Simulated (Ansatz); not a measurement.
# BLYP/STO-3G run of AlH5S (Al(H2S)H3)

Aim: the electronic atomisation energy of AlH5S (Al(H2S)H3) at BLYP/STO-3G, from 4 runs. 

The calculation is run with Ansatz 0.2.0.

44 further runs of the same task are left out: 44 set aside as unsound or not needed.

**1. The molecule**

AlH5S: 7 atoms, total charge 0, spin state singlet. As SMILES, `[H][Al]([H])([H])<-[SH2]`. The shape comes from GFN2-xTB, which is rough for such elements, and wasn't checked as a minimum.

Bond lengths: Al1–S2 2.471 Å, S2–H3 1.332 Å, S2–H4 1.332 Å, Al1–H5 1.563 Å, Al1–H6 1.577 Å, Al1–H7 1.563 Å. Angles: Al1–S2–H3 90.6°, Al1–S2–H4 90.1°, S2–Al1–H5 96.0°, S2–Al1–H6 92.1°, S2–Al1–H7 95.6°, H3–S2–H4 92.6°, H5–Al1–H6 118.7°, H5–Al1–H7 120.8°, H6–Al1–H7 118.6°.

**2. The energy at BLYP/STO-3G**

Input file input.yaml:

```yaml
crystal:
  periodic: [false, false, false]
  atoms:
    - symbol: Al
      position_ang: [0.129800, -0.221970, -1.011590]
    - symbol: S
      position_ang: [0.151830, -0.251940, 1.458910]
    - symbol: H
      position_ang: [0.512600, 1.030130, 1.485280]
    - symbol: H
      position_ang: [-1.145480, 0.049310, 1.476400]
    - symbol: H
      position_ang: [1.682150, -0.187190, -1.188640]
    - symbol: H
      position_ang: [-0.666140, 1.139260, -1.046260]
    - symbol: H
      position_ang: [-0.664760, -1.557600, -1.174090]
basis:
  gaussian:
    orbitals: STO-3G
hamiltonian:
  xc: {name: BLYP}
accuracy: high
```

Started as:

```console
ansatz run input.yaml --threads 1 --pin off --max-ram 2610MiB --events-out events.jsonl --progress --plain --runs-dir runs
```

The log of the run:

```text
Warning: RAYON_NUM_THREADS=1 ignored (pool sized by the plan → 1); use --threads N
Functional definition: BLYP
  name "BLYP"
  parameter beta = 0.0042
  parameter a = 0.04918
  parameter b = 0.132
  parameter c = 0.2533
  parameter d = 0.349
  exchange = b88_x(beta = beta)
  correlation = lyp_c(a = a, b = b, c = c, d = d)
408 factors; integrals over basis functions are off by at most 1.4e-8 eV
mean field evaluation 1: about -17309.1982 eV, gradient 2.3e1 eV
mean field evaluation 2: about -17309.7127 eV, gradient 1.9e1 eV
mean field evaluation 4: about -17311.0511 eV, gradient 1.7e-1 eV
mean field evaluation 8: about -17310.9851 eV, gradient 2.4e-3 eV
mean field evaluation 16: about -17310.9851 eV, gradient 7.4e-9 eV
mean field -17310.98507298 eV, -636.1669676249 hartree, gradient 9.1e-9 eV, S^2 0.000000; 0 other end points of the search recorded, 0 dependent functions left out
reference -17310.98511378 eV, -636.1669691243 hartree; 17, 17 occupied and 6, 6 virtual orbitals, 408 factors
Total energy: -17310.98511378 eV, -636.1669691243 hartree
```

Wall time 1.3 s (1 thread of Arm Neoverse V2, shared host); peak memory 0.1 GiB.

**3. The Al atom, same level**

Input file run.yaml:

```yaml
crystal:
  periodic: [false, false, false]
  atoms:
    - {symbol: Al, position_ang: [0.000000, 0.000000, 0.000000]}
basis:
  gaussian: {orbitals: STO-3G}
magnetization: {spin_polarized: true, initial_magnetization: 1}
hamiltonian: {xc: {name: BLYP}}
accuracy: high
```

Run the same way, it converges to -239.29454 Eh (log not shown).

**4. The H atom at the same level**

Input file run.yaml:

```yaml
crystal:
  periodic: [false, false, false]
  atoms:
    - {symbol: H, position_ang: [0.000000, 0.000000, 0.000000]}
basis:
  gaussian:
    orbitals: STO-3G
magnetization:
  spin_polarized: true
  initial_magnetization: 1
hamiltonian:
  xc: {name: BLYP}
accuracy: high
```

Started as:

```console
ansatz run run.yaml --threads 1 --pin off --max-ram 2610MiB --events-out events.jsonl --progress --plain --runs-dir runs
```

The log of the run (excerpt; [...] marks lines left out):

```text
Warning: RAYON_NUM_THREADS=1 ignored (pool sized by the plan → 1); use --threads N
[... 9 set-up lines as earlier in the session ...]
1 factors; integrals over basis functions are off by at most 4.6e-10 eV
mean field evaluation 1: about -12.5918 eV, gradient 0.0e0 eV
mean field evaluation 2: about -12.5918 eV, gradient 0.0e0 eV
mean field -12.59181263 eV, -0.4627405790 hartree, gradient 0.0e0 eV, S^2 0.750000; 0 other end points of the search recorded, 0 dependent functions left out
reference -12.59183075 eV, -0.4627412451 hartree; 1, 0 occupied and 0, 1 virtual orbitals, 1 factors
Total energy: -12.59183075 eV, -0.4627412451 hartree
```

Wall time 0.06 s (1 thread of Arm Neoverse V2, shared host).

**5. The S atom, same level**

Input file job.yaml:

```yaml
basis:
  gaussian:
    orbitals: STO-3G
crystal:
  periodic: [false, false, false]
  atoms:
    - {symbol: S, position_ang: [0.000000, 0.000000, 0.000000]}
magnetization:
  spin_polarized: true
  initial_magnetization: 2
accuracy: high
hamiltonian:
  xc: {name: BLYP}
```

Run the same way, it converges to -393.62799 Eh (log not shown).

**6. Outcome**

At BLYP/STO-3G:

```
                     quantity          value
       molecule: total energy  -636.16697 Eh
        Al atom: total energy  -239.29454 Eh
                Al atom: ⟨S²⟩          0.750
         H atom: total energy    -0.46274 Eh
                 H atom: ⟨S²⟩          0.750
         S atom: total energy  -393.62799 Eh
                 S atom: ⟨S²⟩          2.000
electronic atomisation energy      25.327 eV
```

Taking the molecule apart into free atoms costs 25.33 eV (584 kcal/mol), before zero-point energy and without spin-orbit coupling. In a minimal basis such a difference can be off by several eV, whatever the method.
